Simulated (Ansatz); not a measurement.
# C2HBClFS: a ladder of functionals and wavefunction methods

Aim: compute C2HBClFS with functionals from several rungs and with coupled cluster. The yardstick is the atomisation energy at the CCSD(T) limit.

The runs use Ansatz 0.2.0, Gaussian basis; functionals in def2-TZVPP, the program's frozen cores in correlated methods.

Plan: LDA (SPW92), PBE-D4, revPBE-D4, BLYP-D4, r2SCAN-D4, B97M-V, PBE0-D4, B3LYP-D4, r2SCANh-D4, r2SCAN0-D4, HSE06-D4, BHLYP-D4, CAM-B3LYP-D4, LC-ωPBE, ωB97X-V, ωB97M-V, B2PLYP, PBE-QIDH; CCSD(T)/def2-SVP; CCSD(T)/def2-TZVPP; MP2/def2-QZVPP; extrapolation to the limit; RPA on PBE.

## 1. The geometry

All runs share one geometry, relaxed beforehand with PBE0-D4 in a triple-zeta def2 set.

SMILES `FB1C(S)=C1Cl`, 7 atoms, charge 0, spin multiplicity 1.

Atoms are counted from 1 here; the program's logs count them from 0.

Bond lengths: F1–B2 1.312 Å, B2–C3 1.487 Å, B2–C5 1.455 Å, C3–S4 1.705 Å, C3–C5 1.361 Å, S4–H7 1.343 Å, C5–Cl6 1.689 Å. Angles: F1–B2–C3 150.2°, F1–B2–C5 154.6°, C3–B2–C5 55.1°, B2–C3–S4 161.1°, B2–C3–C5 61.3°, S4–C3–C5 137.6°, C3–S4–H7 96.7°, B2–C5–C3 63.6°, B2–C5–Cl6 159.4°, C3–C5–Cl6 137.0°.

## 2. LDA

This LDA is Slater exchange with PW92 correlation.

Input file in.yaml:

```yaml
crystal:
  periodic: [false, false, false]
  atoms:
    - {symbol: F, position_ang: [-0.662055, -1.949223, 1.349788]}
    - {symbol: B, position_ang: [-0.359501, -0.781521, 0.834925]}
    - {symbol: C, position_ang: [0.115877, 0.040346, -0.308910]}
    - {symbol: S, position_ang: [0.683942, 0.475687, -1.856529]}
    - {symbol: C, position_ang: [-0.206289, 0.665006, 0.856945]}
    - {symbol: Cl, position_ang: [-0.227640, 2.248248, 1.443994]}
    - {symbol: H, position_ang: [0.716966, -0.766543, -2.365915]}
basis:
  gaussian: {orbitals: def2-TZVPP}
hamiltonian: {xc: lda}
output: {orbitals: {seedname: orbitals}}
```

Further steps of the session: PBE-D4 (GGA); revPBE-D4 (GGA); BLYP-D4 (GGA); r2SCAN-D4 (meta-GGA); B97M-V (meta-GGA); PBE0-D4 (hybrid); B3LYP-D4 (hybrid); r2SCANh-D4 (hybrid); r2SCAN0-D4 (hybrid); HSE06-D4 (hybrid); BHLYP-D4 (hybrid); CAM-B3LYP-D4 (range-separated); LC-ωPBE (range-separated); ωB97X-V (range-separated); ωB97M-V (range-separated); B2PLYP (double hybrid); PBE-QIDH (double hybrid); CCSD(T) in def2-SVP; CCSD(T) in def2-TZVPP; MP2 in def2-QZVPP; RPA on PBE orbitals.

Q: Predict the results of all the runs planned. Wanted: atomisation energy, CCSD(T)/CBS; farthest beyond LDA; mean size of error, GGA; mean size of error, meta-GGA; mean size of error, hybrid; mean size of error, range-separated; mean size of error, double hybrid; gap, smallest and largest; T1 diagnostic.

As calculated:

```
                               quantity                                      value
        atomisation energy, CCSD(T)/CBS                             689.2 kcal/mol
functionals within 3.4 kcal/mol (0.5 %)                         r2SCAN0-D4, B2PLYP
                    farthest beyond LDA                    PBE-D4 (+46.0 kcal/mol)
                mean size of error, GGA                              25.5 kcal/mol
           mean size of error, meta-GGA                              19.2 kcal/mol
             mean size of error, hybrid                              14.8 kcal/mol
    mean size of error, range-separated                               8.7 kcal/mol
      mean size of error, double hybrid                               6.5 kcal/mol
              gap, smallest and largest  4.83 eV (LDA (SPW92)), 11.77 eV (LC-ωPBE)
                          T1 diagnostic                                     0.0133
triples share of the correlation energy                                      4.5 %
```

**Reading.** LDA overbinds by 146.1 kcal/mol (21 %). PBE-D4 misses by +46.0 kcal/mol. Double hybrids carry the basis error of their MP2 part in triple zeta, and no dispersion term here, so their miss is partly the set-up's. Taken by rung, double hybrid functionals do best (6.5 kcal/mol on average) and GGA ones worst beyond LDA (25.5 kcal/mol). The reference freezes the cores and leaves out relativity and excitations past (T), so misses under about 3.4 kcal/mol can't be ranked. Hartree-Fock recovers 71 % of the binding; the rest is correlation. CCSD(T) in def2-SVP is off by -35.3 kcal/mol, more than most functionals: a good method in a small basis is no reference. The gap grows from 4.8 to 11.8 eV across the functionals, mostly with the share of exact exchange.
